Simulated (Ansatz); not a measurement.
# BBrH3OSi radical: a ladder of functionals and wavefunction methods

How much do the methods differ for BBrH3OSi radical? The plan is to run it at one geometry with functionals of several rungs and with coupled cluster. The yardstick is the atomisation energy at the CCSD(T) limit.

Computed with Ansatz 0.2.0, Gaussian basis. Level: functionals in def2-TZVPP, the program's frozen cores in correlated methods.

Levels to be run: LDA (SPW92), PBE-D4, revPBE-D4, BLYP-D4, r2SCAN-D4, B97M-V, PBE0-D4, B3LYP-D4, r2SCANh-D4, r2SCAN0-D4, HSE06-D4, BHLYP-D4, CAM-B3LYP-D4, LC-ωPBE, ωB97X-V, ωB97M-V, B2PLYP, PBE-QIDH; CCSD(T)/def2-SVP; CCSD(T)/def2-TZVPP; MP2/def2-QZVPP; extrapolation to the limit; RPA on PBE.

### Step 1. The relaxed structure

The geometry comes from an earlier relaxation with PBE0-D4 in a triple-zeta def2 set; it is a stationary point, not always the lowest conformer.

SMILES `[SiH3]O[B]Br`, 7 atoms, charge 0, spin multiplicity 2.

Atoms are counted from 1 here; the program's logs count them from 0.

Bond lengths: Si1–O2 1.677 Å, Si1–H5 1.480 Å, Si1–H6 1.478 Å, Si1–H7 1.480 Å, O2–B3 1.316 Å, B3–Br4 1.934 Å. Angles: O2–Si1–H5 109.0°, O2–Si1–H6 105.7°, O2–Si1–H7 109.0°, H5–Si1–H6 111.0°, H5–Si1–H7 111.0°, H6–Si1–H7 111.0°, Si1–O2–B3 135.5°, O2–B3–Br4 124.7°.

### Step 2. LDA

This LDA is Slater exchange with PW92 correlation.

Contents of in.yaml:

```yaml
crystal:
  periodic: [false, false, false]
  atoms:
    - {symbol: Si, position_ang: [0.147356, 0.893463, -0.014552]}
    - {symbol: O, position_ang: [-0.619925, -0.365439, 0.784822]}
    - {symbol: B, position_ang: [-0.696596, -1.669645, 0.627005]}
    - {symbol: Br, position_ang: [0.183360, -2.661939, -0.781144]}
    - {symbol: H, position_ang: [-0.341588, 0.946544, -1.410838]}
    - {symbol: H, position_ang: [-0.221322, 2.120332, 0.722856]}
    - {symbol: H, position_ang: [1.610014, 0.668684, 0.026051]}
basis:
  gaussian: {orbitals: def2-TZVPP}
magnetization: {spin_polarized: true, initial_magnetization: 1}
hamiltonian: {xc: lda}
output: {orbitals: {seedname: orbitals}}
```

After this run come: PBE-D4 (GGA); revPBE-D4 (GGA); BLYP-D4 (GGA); r2SCAN-D4 (meta-GGA); B97M-V (meta-GGA); PBE0-D4 (hybrid); B3LYP-D4 (hybrid); r2SCANh-D4 (hybrid); r2SCAN0-D4 (hybrid); HSE06-D4 (hybrid); BHLYP-D4 (hybrid); CAM-B3LYP-D4 (range-separated); LC-ωPBE-D4 (range-separated); ωB97X-V (range-separated); ωB97M-V (range-separated); B2PLYP (double hybrid); PBE-QIDH (double hybrid); CCSD(T) in def2-SVP; CCSD(T) in def2-TZVPP; MP2 in def2-QZVPP; RPA on PBE orbitals.

Before running them: what should the planned runs give, taken together? Wanted: atomisation energy, CCSD(T)/CBS; farthest beyond LDA; mean size of error, GGA; mean size of error, meta-GGA; mean size of error, hybrid; mean size of error, range-separated; mean size of error, double hybrid; gap, smallest and largest; T1 diagnostic.

**Answer**, as computed:

| quantity | value |
| --- | --- |
| atomisation energy, CCSD(T)/CBS | 2337.1 kJ/mol |
| functionals within 23.4 kJ/mol (1.0 %) | BLYP-D4, B97M-V, PBE0-D4, B3LYP-D4, r2SCANh-D4, r2SCAN0-D4, HSE06-D4, CAM-B3LYP-D4, LC-ωPBE, ωB97X-V, ωB97M-V, PBE-QIDH |
| farthest beyond LDA | BHLYP-D4 (-58.7 kJ/mol) |
| mean size of error, GGA | 22.2 kJ/mol |
| mean size of error, meta-GGA | 22.3 kJ/mol |
| mean size of error, hybrid | 16.8 kJ/mol |
| mean size of error, range-separated | 9.1 kJ/mol |
| mean size of error, double hybrid | 19.6 kJ/mol |
| gap, smallest and largest | 1.55 eV (LDA (SPW92)), 9.32 eV (LC-ωPBE) |
| T1 diagnostic | 0.0129 |
| triples share of the correlation energy | 3.5 % |

**Reading.** LDA overbinds by 324.4 kJ/mol (14 %). PBE-D4 is off by +29.1 kJ/mol. Double hybrids carry the basis error of their MP2 part in triple zeta, and no dispersion term here, so their miss is partly the set-up's. The rungs range-separated, hybrid, double hybrid, GGA, meta-GGA miss on average by less than the doubt on the reference (23.4 kJ/mol), so they tie. Misses under about 23.4 kJ/mol are within the doubt on the reference itself, which lacks core-valence correlation, relativity and higher excitations, and its outer-core shells are covered unevenly. All levels share the lack of spin-orbit coupling, which lowers the free heavy atoms and so the true binding. Hartree-Fock recovers 76 % of the binding; the rest is correlation. CCSD(T) in def2-SVP is off by -152.3 kJ/mol, so the small basis spoils what the method gains. Orbital gaps span 1.6 to 9.3 eV; exact exchange widens them. Correlated methods include outer-core shells of Br, which these sets cover unevenly.
